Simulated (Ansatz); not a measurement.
# HPbNO4 (P1) in Ansatz: convergence with wavefunction cutoff

Aim: find how far wavefunction cutoff must go before the results for HPbNO4 settle, at PBE. This setting moves, with any that are tied to it; all else stays.

All numbers are computed with Ansatz 0.2.0; they aren't measurements. Logs are shortened: lines on timing, memory, paths and dates and some standing lists are left out, and cuts for length are marked.

### Step 1. The structure

The typed cell holds 7 atoms: a = 4.275 Å, b = 5.609 Å, c = 5.670 Å, α = 100.02°, β = 111.92°, γ = 111.82°.

The cell was built by a generator and needn't be a form met in nature.

### Step 2. With wavefunction cutoff 200 eV

File input.yaml:

```yaml
crystal:
  lattice:
    - [4.27531, -0.0004, 0.00636]
    - [-2.08399, 5.20775, -0.04907]
    - [-2.12377, -1.86574, 4.91491]
  atoms:
    - { symbol: H, position: [0.99073, 0.0333, 0.90994] }
    - { symbol: Pb, position: [0.50274, 0.81989, 0.14287] }
    - { symbol: "N", position: [0.00838, 0.47408, 0.50265] }
    - { symbol: O, position: [0.99816, 0.92741, 0.02877] }
    - { symbol: O, position: [0.19467, 0.73435, 0.60852] }
    - { symbol: O, position: [0.81673, 0.35882, 0.24556] }
    - { symbol: O, position: [0.01381, 0.33121, 0.65217] }
hamiltonian:
  xc: pbe
  pseudopotentials: { kind: paw }
kpoints:
  mp_grid: { grid: [5, 4, 4] }
scf:
  occupations: { method: fermi_dirac, width: 0.05 }
output:
  forces: true
  stress: true
  eigenvalues: true
basis:
  ecutwfc: "200 eV"
```

Potentials or basis: Ansatz PAW.

On the command line:

```sh
> ansatz run input.yaml --threads 8 --pin off --max-ram 20480MiB --backend cpu --events-out ev --progress --plain --runs-dir out
```

The log of the run:

```text
Warning: basis.ecutwfc = 200 eV is below the records' recommended 420 eV, and the density's cutoff is lower with it unless basis.ecutrho_ratio is high enough to keep the records' density cutoff: compare with a run at a higher cutoff
Warning: RAYON_NUM_THREADS=8 ignored (pool sized by the plan → 8); use --threads N
Engine: ansatz 0.2.0, x86_64-unknown-linux-gnu
Pseudopotentials: kind: paw
Pseudopotential: H, paw, valence charge 1, recommended cutoff 420 eV (normal), H.paw.azcp
Pseudopotential: Pb, paw, valence charge 14, recommended cutoff 420 eV (normal), Pb.paw.azcp
Pseudopotential: N, paw, valence charge 5, recommended cutoff 420 eV (normal), N.paw.azcp
Pseudopotential: O, paw, valence charge 6, recommended cutoff 420 eV (normal), O.paw.azcp
Functional definition: PBE
  parameter kappa = 0.804
  parameter beta = 0.06672455060314922
  exchange = pbe_x(kappa = kappa, mu = beta*pi^2/3)
  correlation = pbe_c(beta = beta)
Crystal: 7 atoms, lattice volume = 109.129 Å³
Basis set: ecut = 200 eV, 707 PW (Γ), exchange–correlation on 40×54×54 points (8 copies of the dense FFT grid, shifted against one another)
Bands: 29, of which v1, the nominal top of the filled ones, is band 22 counted from 1 (21 counted from 0)
Symmetry: 1 space group operations
Space group: P1 (ITA 1), of the structure as read, at distance tolerance 4.8e-5 Å
k-points: 42 of 80 (time reversal used)
Non-local potential: H, projectors of the file, l = 0: 2, l = 1: 1
Non-local potential: Pb, projectors of the file, l = 0: 2, l = 1: 2, l = 2: 2, l = 3: 2
Non-local potential: N, projectors of the file, l = 0: 2, l = 1: 2, l = 2: 1
Non-local potential: O, projectors of the file, l = 0: 2, l = 1: 2, l = 2: 1
PAW form: soft (Blöchl's): semilocal exchange-correlation on the pseudo side does not see the compensation charge
PAW one-centre angular grid: H, 110 points (default); XC on 64 Gauss nodes
PAW one-centre angular grid: Pb, 590 points (default); XC on 64 Gauss nodes
PAW one-centre angular grid: N, 110 points (default); XC on 64 Gauss nodes
PAW one-centre angular grid: O, 110 points (default); XC on 64 Gauss nodes
[... 18 lines left out ...]
SCF converged after 10 iterations
Free energy (F): -14536.466900 eV
Harris-Foulkes:  -14536.466900 eV  (|F-HF|=1.34e-9)
Internal energy: -14536.466900 eV  (E = F + TS)
E sigma→0 (E₀):  -14536.466900 eV
Fermi energy:    3.978599 eV
--- Per-component energies (eV) ---
  E_band       = -339.157558
  E_kinetic    = 1210.022597
  E_local      = -3722.429377  (includes V_loc(G=0)·N_el)
  E_nonlocal   = 495.037939
  E_hartree    = 1373.305616
  E_xc         = -608.292477
  E_vxc        = -626.370311  (∫ρ·V_xc dr)
  E_paw        = -11118.170309  (= ΣΔE_a)
  E_vpaw       = -442.108530  (= ΣTr[D̂ρ^β])
  E_aug_tail   = 0.079942  (compensation charges beyond the density's cutoff)
  E_ewald      = -2166.020832
  E_smearing   = -0.000000  (= −TS)
  E_closure    = 0.000000  (closes the sum)
  Σ components = -14536.466900   (vs F -14536.466900, Δ=0.00e0)
--- Forces (eV/Å), atoms counted from 1 ---
  atom   1  H     -0.00034289    -0.87740301     0.66618141
  atom   2  Pb    -0.00489882     0.31254732    -0.00986973
  atom   3  N     -0.00285197    -0.03604925     0.00208726
  atom   4  O      0.01050745     0.61209064    -0.36935252
  atom   5  O     -0.04590830    -1.57359903    -0.80374943
  atom   6  O      0.04665026     0.19852041     1.74001683
  atom   7  O     -0.00318025     1.36390366    -1.22533972
  max |Σ_I F_I| component: 2.59e-5 eV/Å
--- Stress (GPa, compression-positive) ---
       -3.608037      -0.202903       0.011516
       -0.202902      -6.274792       2.136463
        0.011516       2.136463      -5.207333
  P = ⅓ Tr σ = -5.0301 GPa (-50.301 kbar)
--- Band table (eV; the first three rows and the last of 42) ---
  k-point 0: bands = ["-24.4479", "-18.8994", "-18.8867", "-16.1812", "-13.6109", "-13.5014", "-13.4971", "-13.4406", "-13.1931", "-8.3983", "-5.2687", "-5.2550", "-5.1378", "-3.8912", "-1.0711", "-0.6705", "-0.0420", "0.3149", "0.5926", "0.6829", "1.4753", "2.0125", "6.0763", "7.0837", "7.9230", "8.1817", "10.2272"]
  k-point 1: bands = ["-24.4445", "-18.8903", "-18.8622", "-16.1742", "-13.5328", "-13.4894", "-13.4631", "-13.3898", "-13.1717", "-8.3028", "-5.2304", "-5.2037", "-5.0537", "-4.1302", "-1.3172", "-0.4005", "0.1557", "0.4336", "0.6670", "0.8823", "1.5681", "2.0519", "5.9902", "6.8117", "7.6054", "9.0681", "10.2582"]
  k-point 2: bands = ["-24.4328", "-18.8876", "-18.8359", "-16.1620", "-13.5392", "-13.4420", "-13.3920", "-13.3407", "-13.1445", "-8.2126", "-5.1666", "-5.1338", "-5.0016", "-4.3766", "-1.3397", "-0.2881", "0.0290", "0.7127", "0.9799", "1.0606", "1.6689", "1.8597", "5.9840", "6.5406", "7.6554", "9.8007", "10.3326"]
  k-point 41: bands = ["-24.4393", "-18.8961", "-18.8701", "-16.1159", "-13.5316", "-13.5083", "-13.4167", "-13.4032", "-13.2360", "-8.3643", "-5.5313", "-5.3243", "-5.0265", "-4.0001", "-2.5483", "-0.4319", "0.1753", "0.2361", "0.3425", "1.6829", "2.0910", "2.1963", "5.8210", "7.5137", "8.0636", "8.3755", "10.0093"]
```

Wall time 0.99 s (8 threads of AMD EPYC 7R43 (Zen 3), shared host); peak memory 0.42 GiB.

Results:

- Free energy: -14536.4669 eV
- Pressure: -5.0 GPa
- Largest force: 1.833 eV/Å
- Band gap on the k mesh: 3.18 eV, indirect (least direct gap 3.39 eV)

### Step 3. With wavefunction cutoff 250 eV

Changes to input.yaml since step 2:

```diff
@@ -25,2 +25,2 @@
 basis:
-  ecutwfc: "200 eV"
+  ecutwfc: "250 eV"
```

Potentials or basis: Ansatz PAW.

On the command line:

```sh
> ansatz run input.yaml --threads 8 --pin off --max-ram 20480MiB --backend cpu --events-out ev --progress --plain --runs-dir out
```

Run time: 1.2 s. Hardware: 8 threads of AMD EPYC 7R43 (Zen 3), shared host; peak memory 0.5 GiB.

What came out:

- Free energy: -14561.8178 eV
- Pressure: -0.6 GPa
- Largest force: 0.349 eV/Å
- Band gap on the k mesh: 2.97 eV, indirect (least direct gap 3.20 eV)

### Step 4. With wavefunction cutoff 300 eV

Changes to input.yaml since step 3:

```diff
@@ -25,2 +25,2 @@
 basis:
-  ecutwfc: "250 eV"
+  ecutwfc: "300 eV"
```

On the command line:

```sh
> ansatz run input.yaml --threads 8 --pin off --max-ram 20480MiB --backend cpu --events-out ev --progress --plain --runs-dir out
```

Wall time 1.4 s (8 threads of AMD EPYC 7R43 (Zen 3), shared host); peak memory 0.45 GiB.

Results:

* Free energy: -14569.0891 eV
* Pressure: 0.7 GPa
* Largest force: 0.310 eV/Å
* Band gap on the k mesh: 2.96 eV, indirect (least direct gap 3.18 eV)

### Step 5. With wavefunction cutoff 350 eV

Changes to input.yaml since step 4:

```diff
@@ -25,2 +25,2 @@
 basis:
-  ecutwfc: "300 eV"
+  ecutwfc: "350 eV"
```

On the command line:

```sh
> ansatz run input.yaml --threads 8 --pin off --max-ram 20480MiB --backend cpu --events-out ev --progress --plain --runs-dir out
```

Wall time 1.6 s (8 threads of AMD EPYC 7R43 (Zen 3), shared host); peak memory 0.48 GiB.

Results:

* Free energy: -14570.9457 eV
* Pressure: 0.2 GPa
* Largest force: 0.092 eV/Å
* Band gap on the k mesh: 2.97 eV, indirect (least direct gap 3.17 eV)

### Step 6. With wavefunction cutoff 400 eV

Changes to input.yaml since step 5:

```diff
@@ -25,2 +25,2 @@
 basis:
-  ecutwfc: "350 eV"
+  ecutwfc: "400 eV"
```

Potentials or basis: Ansatz PAW.

On the command line:

```sh
> ansatz run input.yaml --threads 8 --pin off --max-ram 20480MiB --backend cpu --events-out ev --progress --plain --runs-dir out
```

It took 1.9 s on 8 threads of AMD EPYC 7R43 (Zen 3), shared host; peak memory 0.49 GiB.

The run converged. Its results:

```yaml
Free_energy: -14571.3321 eV
Pressure: 0.0 GPa
Largest_force: 0.008 eV/Å
Band_gap_on_the_k_mesh: 2.96 eV, indirect (least direct gap 3.17 eV)
```

### Step 7. With wavefunction cutoff 450 eV

Changes to input.yaml since step 6:

```diff
@@ -25,2 +25,2 @@
 basis:
-  ecutwfc: "400 eV"
+  ecutwfc: "450 eV"
```

On the command line:

```sh
> ansatz run input.yaml --threads 8 --pin off --max-ram 20480MiB --backend cpu --events-out ev --progress --plain --runs-dir out
```

Run time: 2.2 s. Hardware: 8 threads of AMD EPYC 7R43 (Zen 3), shared host; peak memory 0.53 GiB.

The run converged. Its results:

```yaml
Free_energy: -14571.3987 eV
Pressure: 0.0 GPa
Largest_force: 0.006 eV/Å
Band_gap_on_the_k_mesh: 2.96 eV, indirect (least direct gap 3.17 eV)
```

### Step 8. With wavefunction cutoff 500 eV

Changes to input.yaml since step 7:

```diff
@@ -25,2 +25,2 @@
 basis:
-  ecutwfc: "450 eV"
+  ecutwfc: "500 eV"
```

On the command line:

```sh
> ansatz run input.yaml --threads 8 --pin off --max-ram 20480MiB --backend cpu --events-out ev --progress --plain --runs-dir out
```

Wall time 2.6 s (8 threads of AMD EPYC 7R43 (Zen 3), shared host); peak memory 0.57 GiB.

Results (log left out):

* Free energy: -14571.4067 eV
* Pressure: 0.0 GPa
* Largest force: 0.012 eV/Å
* Band gap on the k mesh: 2.96 eV, indirect (least direct gap 3.17 eV)

### Step 9. With wavefunction cutoff 600 eV

Changes to input.yaml since step 8:

```diff
@@ -25,2 +25,2 @@
 basis:
-  ecutwfc: "500 eV"
+  ecutwfc: "600 eV"
```

Potentials or basis: Ansatz PAW.

On the command line:

```sh
> ansatz run input.yaml --threads 8 --pin off --max-ram 20480MiB --backend cpu --events-out ev --progress --plain --runs-dir out
```

Wall time 2.9 s (8 threads of AMD EPYC 7R43 (Zen 3), shared host); peak memory 0.68 GiB.

The run converged. Its results:

```yaml
Free_energy: -14571.4118 eV
Pressure: 0.0 GPa
Largest_force: 0.018 eV/Å
Band_gap_on_the_k_mesh: 2.96 eV, indirect (least direct gap 3.17 eV)
```

### Step 10. With wavefunction cutoff 800 eV

Changes to input.yaml since step 9:

```diff
@@ -25,2 +25,2 @@
 basis:
-  ecutwfc: "600 eV"
+  ecutwfc: "800 eV"
```

On the command line:

```sh
> ansatz run input.yaml --threads 8 --pin off --max-ram 20480MiB --backend cpu --events-out ev --progress --plain --runs-dir out
```

Wall time 3.7 s (8 threads of AMD EPYC 7R43 (Zen 3), shared host); peak memory 0.87 GiB.

It converged, with:

```
Free energy            : -14571.4159 eV
Pressure               : 0.0 GPa
Largest force          : 0.023 eV/Å
Band gap on the k mesh : 2.96 eV, indirect (least direct gap 3.17 eV)
```

### Step 11. The series at a glance

| wavefunction cutoff | energy less the tightest run, at zero smearing (meV/atom) | pressure (GPa) | largest force (eV/Å) | gap on the mesh (eV) | SCF cycles | CPU time (s) | peak memory (GiB) |
| --- | --- | --- | --- | --- | --- | --- | --- |
| 200 eV | 4992.71 | -5.03 | 1.833 | 3.184 | 10 | 5.7 | 0.42 |
| 250 eV | 1371.15 | -0.64 | 0.349 | 2.966 | 9 | 7.1 | 0.5 |
| 300 eV | 332.40 | 0.70 | 0.310 | 2.958 | 9 | 8.8 | 0.45 |
| 350 eV | 67.17 | 0.17 | 0.092 | 2.967 | 9 | 11 | 0.48 |
| 400 eV | 11.97 | 0.03 | 0.008 | 2.963 | 9 | 13 | 0.49 |
| 450 eV | 2.46 | 0.02 | 0.006 | 2.962 | 9 | 15 | 0.53 |
| 500 eV | 1.31 | 0.01 | 0.012 | 2.962 | 9 | 18 | 0.57 |
| 600 eV | 0.59 | 0.00 | 0.018 | 2.962 | 9 | 20 | 0.68 |
| 800 eV | 0.00 | -0.01 | 0.023 | 2.962 | 9 | 27 | 0.87 |

Against the tightest run, the energy stays within 1 meV/atom from 600 eV on; the pressure stays within 0.1 GPa from 400 eV on; the largest force stays within 0.005 eV/Å from 600 eV on; the gap on the mesh stays within 0.01 eV from 250 eV on. The tightest run that finished is the yardstick and may itself not be fully converged.

Caveats: odd divisions of the mesh miss points on the zone boundary, where band edges often lie, so the gap on the mesh can be too wide; spin-orbit coupling is left out, which as a rule narrows the gap of such compounds by several tenths of an eV.
